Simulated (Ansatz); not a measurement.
# TaCdS3: the cost of one run

Program: Ansatz 0.2.0. Level of theory: DFT PBE, scalar-relativistic, plane waves, PAW. These are calculated values, not measurements.

3 further runs of the same task are left out: 3 set aside as unsound or not needed. Runs told in other sessions of the task aren't counted.

## Step 1: Starting point

Symmetry: P4/mmm, No. 123, tetragonal system. The conventional cell has a = 4.462 Å, b = 4.462 Å, c = 4.482 Å, α = 90.00°, β = 90.00°, γ = 90.00°. Ta (site symmetry 4/mmm) is surrounded by 12 S at 3.16 Å. Cd (site symmetry 4/mmm) is surrounded by 6 S at 2.23 to 2.24 Å. S (site symmetry 4/mmm) has 2 Cd at 2.24 Å and 4 Ta at 3.16 Å in its first shell of neighbours. S (site symmetry mmm) is surrounded by 2 Cd at 2.23 Å and 4 Ta at 3.16 Å.

Structure file:

```
Ta Cd S
1.0
     4.46213    0.00000    0.00000
     0.00000    4.46213    0.00000
     0.00000    0.00000    4.48243
Ta Cd S
1 1 3
Cartesian
  0.0000 0.0000 0.0000
  2.2311 2.2311 2.2412
  2.2311 2.2311 0.0000
  2.2311 0.0000 2.2412
  0.0000 2.2311 2.2412
```

(A quick probe on a coarse mesh, which set the mesh and smearing, is not shown.)

## Step 3: Rough relaxation on the coarse mesh

input.yaml

```yaml
crystal:
  lattice:
    - [4.4621286602, 0.0, 0.0]
    - [0.0, 4.4621286602, 0.0]
    - [0.0, 0.0, 4.4824323607]
  atoms:
    - { symbol: Ta, position: [0.0, 0.0, 0.0], spin: 1.7 }
    - { symbol: Cd, position: [0.5, 0.5, 0.5] }
    - { symbol: S, position: [0.5, 0.5, 0.0], spin: -0.11 }
    - { symbol: S, position: [0.5, 0.0, 0.5], spin: -0.11 }
    - { symbol: S, position: [0.0, 0.5, 0.5], spin: -0.11 }
basis:
  ecutwfc: 420
kpoints:
  mp_grid: { grid: [4, 4, 4] }
hamiltonian:
  xc: pbe
scf:
  occupations: { method: gaussian, width: 0.1 }
  lower_state_search: "off"
output:
  forces: true
  stress: true
  eigenvalues: true
  populations: true
magnetization:
  spin_polarized: true
relax:
  adjacent_minimum: "off"
  f_tol: 0.04
  max_steps: 70
  cell: { stress_tol: 0.4 }
```

Command:

```sh
$ ansatz run input.yaml --threads 1 --pin off --max-ram 2560MiB --backend cpu --events-out ev --progress --plain --runs-dir out
```

Q: Estimate wall time and peak memory on 1 thread of Oxide Virtual Turin-like (Zen 5), shared host.

About 31 s, with a peak of 0.51 GiB.
